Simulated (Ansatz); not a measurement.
# Sn2GeO3: the cost of one run

Program: Ansatz 0.2.0. Level of theory: DFT PBE, scalar-relativistic, plane waves, PAW. These are calculated values, not measurements.

## 1. The structure to begin with

The structure is tetragonal, space group P4/nmm (No. 129). Conventional cell: a = 3.792 Å, b = 3.792 Å, c = 14.724 Å, α = 90.00°, β = 90.00°, γ = 90.00°. Sn (site symmetry 4mm) is surrounded by 4 O at 2.24 Å. Around Ge (site symmetry 4mm) lie 4 O at 2.13 Å. O (site symmetry 2mm) has 4 Sn at 2.24 Å as nearest neighbours. O (site symmetry -4m2) is surrounded by 4 Ge at 2.13 Å.

Coordinates:

```
CELL_PARAMETERS angstrom
3.79208 0.00000 0.00000
0.00000 3.79208 0.00000
0.00000 0.00000 14.72424
ATOMIC_POSITIONS crystal
Sn 0.00000 0.50000 0.90555
Sn 0.00000 0.50000 0.25568
Sn 0.50000 0.00000 0.09445
Sn 0.50000 0.00000 0.74432
Ge 0.00000 0.50000 0.56602
Ge 0.50000 0.00000 0.43398
O 0.50000 0.50000 0.82510
O 0.50000 0.50000 0.17490
O 0.50000 0.50000 0.50000
O 0.00000 0.00000 0.82510
O 0.00000 0.00000 0.17490
O 0.00000 0.00000 0.50000
```

The start is the relaxed end of an invented cell (made as: elements ordered on the sites of the SnO type, Ge/Sn on Sn (P4/nmm, No. 129)), taken up again for a closer look.

## 2. A first look at the guess

File input.yaml:

```yaml
crystal:
  lattice:
    - [3.7920761, 0.0, 0.0]
    - [0.0, 3.7920761, 0.0]
    - [0.0, 0.0, 14.7242394]
  atoms:
    - { symbol: Sn, position: [0.0, 0.5, 0.905548] }
    - { symbol: Sn, position: [0.0, 0.5, 0.255677] }
    - { symbol: Sn, position: [0.5, 0.0, 0.094452] }
    - { symbol: Sn, position: [0.5, 0.0, 0.744323] }
    - { symbol: Ge, position: [0.0, 0.5, 0.566016] }
    - { symbol: Ge, position: [0.5, 0.0, 0.433984] }
    - { symbol: O, position: [0.5, 0.5, 0.825097] }
    - { symbol: O, position: [0.5, 0.5, 0.174903] }
    - { symbol: O, position: [0.5, 0.5, 0.5] }
    - { symbol: O, position: [0.0, 0.0, 0.825097] }
    - { symbol: O, position: [0.0, 0.0, 0.174903] }
    - { symbol: O, position: [0.0, 0.0, 0.5] }
basis:
  ecutwfc: 420
kpoints:
  mp_grid: { grid: [4, 4, 2] }
hamiltonian:
  xc: pbe
scf:
  occupations: { method: gaussian, width: 0.1 }
  lower_state_search: "off"
output:
  forces: true
  stress: true
  eigenvalues: true
```

Launch:

```
ansatz run input.yaml --threads 4 --pin off --max-ram 8192MiB --backend cpu --events-out ev --progress --plain --runs-dir out
```

**Question.** How long does this run take on 4 threads of Arm Neoverse V2, shared host, and how much memory does it need?

About 3.3 s, with a peak of 0.71 GiB.
